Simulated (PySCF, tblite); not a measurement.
# C6H9O3P: geometry, infrared bands, NMR shifts and electronic excitations

Wanted: the infrared bands, NMR shifts and electronic excitations of C6H9O3P (`CC[P@@](=O)(O)c1ccoc1`), by calculation.

Programs: tblite 0.8.0 and PySCF 2.14.0, with density-fitted response routines of our own. Each step states its level of theory. These are calculated values for one molecule, in the gas phase or a continuum, unless marked as measured. Atoms are numbered from 0 throughout.

## Step 1: Starting geometry

19 atoms, charge 0, multiplicity 1; geometry from: force field or distance geometry start.

Bonds of the start (Å): C0–C1 1.51, C1–P2 1.83, P2–O3 1.50, P2–O4 1.69, P2–C5 1.82, C5–C6 1.38, C6–C7 1.37, C7–O8 1.32, O8–C9 1.30, C9–C5 1.38, C0–H10 1.10, C0–H11 1.10, C0–H12 1.11, C1–H13 1.11, C1–H14 1.09, O4–H15 0.98, C6–H16 1.10, C7–H17 1.09, C9–H18 1.08.

## Step 2: Relaxing the molecule with GFN2-xTB

What the job is given:

```
{"job": {"kind": "relax", "xc": "GFN2-xTB", "basis": "xTB"}, "charge": 0, "multiplicity": 1}
C      2.948800     0.234600    -0.590600
C      1.453100     0.342100    -0.743300
P      0.548700    -0.630800     0.519100
O      0.892000    -2.084800     0.352800
O      0.969400    -0.050300     2.050600
C     -1.212600    -0.343000     0.155500
C     -1.890000     0.835400     0.412100
C     -3.173900     0.599400    -0.011200
O     -3.240700    -0.630300    -0.488600
C     -2.093700    -1.241200    -0.407400
H      3.256600    -0.722000    -1.031000
H      3.380900     1.072100    -1.160500
H      3.198400     0.274100     0.485500
H      1.143100     1.396500    -0.598400
H      1.046700     0.032300    -1.705700
H      0.166300     0.126600     2.591600
H     -1.512100     1.758300     0.864400
H     -4.006800     1.294800     0.029000
H     -1.883900    -2.254700    -0.731600
```

Command:

```sh
$ OMP_NUM_THREADS=1 python probes_run.py task.json out
```

The driver reads the jobs from task.json and runs them one after another.

**Question.** This job is followed by: GFN2-xTB harmonic vibrations, gas phase; PBE0-D3(BJ)/def2-SVP geometry optimisation, gas phase; GIAO PBE0/pcSseg-1 NMR shielding, non-relativistic, gas phase; TDDFT B3LYP/def2-SVPD, vertical, gas phase, core orbitals frozen in the response; GIAO PBE0/pcSseg-1 NMR shielding, non-relativistic, IEF-PCM dimethylsulfoxide. What will the session give for the following? strongest single infrared mode (GFN2-xTB); zero-point energy (GFN2-xTB); point group; rotational constants (main isotopes); 13C shifts against TMS (PBE0/pcSseg-1); 1H shifts against TMS (PBE0/pcSseg-1, means over atoms taken as alike); 31P shifts against H3PO4 (PBE0/pcSseg-1); 17O shifts against H2O (PBE0/pcSseg-1); potential on the surface of density 0.002 e/bohr³, 1st and 99th percentile; lowest singlet (B3LYP/def2-SVPD); brightest single state of those computed; lowest triplet; vertical ionisation energy (ΔSCF); range of the shift of P2.

As calculated:

| quantity | value |
| --- | --- |
| strongest single infrared mode (GFN2-xTB) | 808 cm⁻¹, 251 km/mol |
| zero-point energy (GFN2-xTB) | 89.2 kcal/mol |
| point group | C1 |
| rotational constants (main isotopes) | 2.45, 0.71, 0.67 GHz |
| 13C shifts against TMS (PBE0/pcSseg-1) | 155.0, 147.9, 124.2, 116.3, 27.2, 6.1 ppm |
| 1H shifts against TMS (PBE0/pcSseg-1, means over atoms taken as alike) | 7.79, 7.41, 6.59, 2.43, 1.71, 1.38, 1.37 ppm |
| 31P shifts against H3PO4 (PBE0/pcSseg-1) | 21.3 ppm |
| 17O shifts against H2O (PBE0/pcSseg-1) | 314.8, 141.2, 119.4 ppm |
| potential on the surface of density 0.002 e/bohr³, 1st and 99th percentile | -2.12 V and 2.05 V |
| lowest singlet (B3LYP/def2-SVPD) | 5.97 eV (208 nm), f = 0.041 |
| brightest single state of those computed | state 3, 6.34 eV, f = 0.049 |
| lowest triplet | 4.09 eV |
| vertical ionisation energy (ΔSCF) | 9.10 eV |
| range of the shift of P2 | 21.3 to 304.6 ppm |

What this shows: Relaxing lowered the energy by 0.721 eV in 100 steps; the close pair that moved most is P2–O4, from 1.691 to 1.616 Å (GFN2-xTB). All 51 modes are real, so the xTB geometry is a minimum. The strongest single mode, at 808 cm⁻¹, moves mainly O4 and P2. GFN2-xTB is a fitted tight-binding method: band positions and strengths are rough. Its intensities can rank the bands wrongly. The start of the PBE0/def2-SVP relaxation was shaken at random by about 0.01 Å, so part of the energy gained, and of the first lengths quoted, undoes that. Relaxing lowered the energy by 0.168 eV in 9 steps; the close pair that moved most is C0–H10, from 1.060 to 1.100 Å (PBE0/def2-SVP). At PBE0/pcSseg-1: The widest tensor belongs to O8: span 385 ppm, with a paramagnetic part of -379 ppm. By nearest atom (PBE0/pcSseg-1), the HOMO sits on C7, C9 about 28 % each; C5, C6 about 13 % each and the LUMO on C9 30 %; O8 16 %. The first singlet state (HOMO→LUMO 0.73, HOMO−1→LUMO 0.14) lies at 5.97 eV and is weak; of the 10 states computed, the strongest absorption comes from state 3 at 6.34 eV. The lowest triplet lies 1.88 eV below the lowest singlet (triplets in Tamm-Dancoff, singlets in full TDDFT). ΔSCF puts the ionisation energy at 9.10 eV, 2.08 eV above −ε(HOMO). In ppm, P2 moves most: its shift spreads over 283.3 ppm, from 21.3 (PBE0/pcSseg-1) to 304.6 (PBE0/pcSseg-1 in dimethylsulfoxide). Most of that comes from the computed reference, not from the atom's own shielding. Each shift counts from a reference computed in the same medium, and that reference moves with the solvent too, so shifts and shieldings show the solvent's effect differently. These values are for one conformer; the search (at its own cheap level) found 2 more, at 0.09, 0.58 kcal/mol, and measured spectra average over such forms.
